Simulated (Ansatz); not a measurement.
# Sn2GeP2: the cost of one run

Method: DFT PBE, scalar-relativistic, plane waves, PAW, in Ansatz 0.2.0.

## 1. The structure to begin with

It takes space group I4/mmm (No. 139, tetragonal). Conventional cell: a = 4.599 Å, b = 4.599 Å, c = 10.630 Å, α = 90.00°, β = 90.00°, γ = 90.00°. Sn (site symmetry -4m2) is surrounded by 4 P at 2.61 Å. Ge (site symmetry 4/mmm) has 8 Sn at 3.51 Å and 10 P at 3.55 to 3.88 Å as nearest neighbours. P (site symmetry 4mm) has 4 Sn at 2.61 Å and 4 Ge at 3.55 Å as nearest neighbours.

Coordinates:

```cif
data_structure
_symmetry_space_group_name_H-M 'I4/mmm'
_symmetry_Int_Tables_number 139
_cell_length_a 4.5992
_cell_length_b 4.5992
_cell_length_c 10.6295
_cell_angle_alpha 90.000
_cell_angle_beta 90.000
_cell_angle_gamma 90.000
_cell_volume 224.84
loop_
_atom_site_label
_atom_site_type_symbol
_atom_site_symmetry_multiplicity
_atom_site_Wyckoff_symbol
_atom_site_fract_x
_atom_site_fract_y
_atom_site_fract_z
_atom_site_occupancy
Sn1 Sn 4 d 0.50000 0.00000 0.25000 1
Ge1 Ge 2 a 0.00000 0.00000 0.00000 1
P1 P 4 e 0.50000 0.50000 0.13455 1
```

The cell is invented: species swapped into a database cell of CeSi2Ru2 (I4/mmm, No. 139), with Ge on the Ce sites, P on the Si sites and Sn on the Ru sites. Its size is a rough estimate.

## 2. Probe: one point on a coarse mesh

input.yaml reads:

```yaml
crystal:
  lattice:
    - [-2.29959208, 2.29959208, 5.31477336]
    - [2.29959208, -2.29959208, 5.31477336]
    - [2.29959208, 2.29959208, -5.31477336]
  atoms:
    - { symbol: Sn, position: [0.25, 0.75, 0.5] }
    - { symbol: Sn, position: [0.75, 0.25, 0.5] }
    - { symbol: Ge, position: [0.0, 0.0, 0.0] }
    - { symbol: P, position: [0.63454849, 0.63454849, 0.0] }
    - { symbol: P, position: [0.36545151, 0.36545151, 0.0] }
basis:
  ecutwfc: 420
kpoints:
  mp_grid: { grid: [6, 6, 6] }
hamiltonian:
  xc: pbe
scf:
  occupations: { method: gaussian, width: 0.1 }
  lower_state_search: "off"
output:
  forces: true
  stress: true
  eigenvalues: true
```

Command:

```
$ ansatz run input.yaml --threads 1 --pin off --max-ram 2560MiB --backend cpu --events-out ev --progress --plain --runs-dir out
```

What time and memory should one allow on 1 thread of Arm Neoverse V2, shared host?

About 6.2 s, with a peak of 0.44 GiB.
